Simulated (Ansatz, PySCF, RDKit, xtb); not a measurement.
# Which structure has the formula GeNH5Se?

Only the formula GeNH5Se is given. Aim: find the structure of lowest free energy at 298.15 K, then its properties.

The funnel: GFN2-xTB relaxations, single points with a density functional, relaxations at PBE0-D3(BJ)/def2-SVP, harmonic vibrations, and a last energy at a higher level. All values are calculated.

4 further runs of the same task are left out: 4 set aside as unsound or not needed.

### Step 1. Candidates

A program enumerates the bonding patterns with one Lewis structure each (two rings at most, one unusual centre or charged pair), with their diastereomers. O–O, O–halogen and N–halogen bonds and N–N–N chains are not drawn. That gives 9 candidates.

```
label              SMILES     spin
 c170     [GeH3][NH][SeH]  singlet
 c252         N[Se][GeH3]  singlet
 c269       N=[SeH][GeH3]  singlet
 c394  [NH2][GeH-][SeH2+]  singlet
 c538   [GeH3][NH2+][Se-]  singlet
 c544   [NH3+][GeH-][SeH]  singlet
 c770  [GeH2-][NH2+][SeH]  singlet
 c868    [NH2][GeH2][SeH]  singlet
 c910       N[SeH]=[GeH2]  singlet
```

Candidates are built by distance geometry, with a force field where one applies, in up to four conformers (letters a to d). 6 starts with atoms placed at random are added, to find patterns that the rules miss.

**Question.** With final energies at CCSD(T)/def2-TZVP, which structure will this search put lowest in free energy, and by what margin?

| quantity | value |
| --- | --- |
| lowest structure found | [NH2][GeH2][SeH], singlet, C1 |
| next finalist | N[Se][GeH3], singlet, 24.5 kcal/mol higher in G |
| share at equilibrium, among the finalists | 100.0 % |
| harmonic wavenumbers, lowest and highest (PBE0-D3(BJ)/def2-SVP) | 112 and 3686 cm⁻¹ |
| rotational constants, same geometry | 0.3594, 0.06117, 0.05387 cm⁻¹ |
| dipole moment (PBE0/def2-TZVPD) | 2.06 D |
| HOMO energy (PBE0/def2-TZVPD) | -6.93 eV |
| LUMO energy (PBE0/def2-TZVPD) | -0.38 eV |
| HOMO–LUMO gap (PBE0/def2-TZVPD) | 6.55 eV |
| lowest excitation (TD-CAM-B3LYP/def2-SVPD) | 5.10 eV (f = 0.002) |
| strongest of the states computed, same level | 6.71 eV (f = 0.086) |
| lowest triplet excitation, same level, Tamm-Dancoff | 4.72 eV |
| vertical ionisation energy | 9.04 eV |
| vertical electron affinity | -0.82 eV (unbound: the value depends on the basis) |
| vertical triplet less singlet | +4.79 eV |

`[NH2][GeH2][SeH]` comes out lowest. Among the finalists first place is clear (24.5 kcal/mol); structures outside the list aren't covered. GFN2-xTB, HF/STO-3G, r2SCAN-D4/def2-SVP, PBE0-D3(BJ)/def2-SVP, HF/def2-TZVP and MP2/def2-TZVP already put its bonding pattern lowest among the structures in one piece. A loose complex, [GeH][SeH].[NH3] ‡, lay -1.8 kcal/mol from the best structure in one piece at the screening level; it was neither relaxed nor ranked, and may be the true minimum. Lowest found is not proven lowest: the search is finite, and each finalist counts with one conformer. Patterns outside the rules of the enumeration were met only by chance. The lowest isomer need not be the one that is made and kept in a bottle, which depends on barriers.

‡ marks the bonded skeleton alone, with all bonds drawn single: no Lewis structure was assigned that passes a check against the bond lengths.
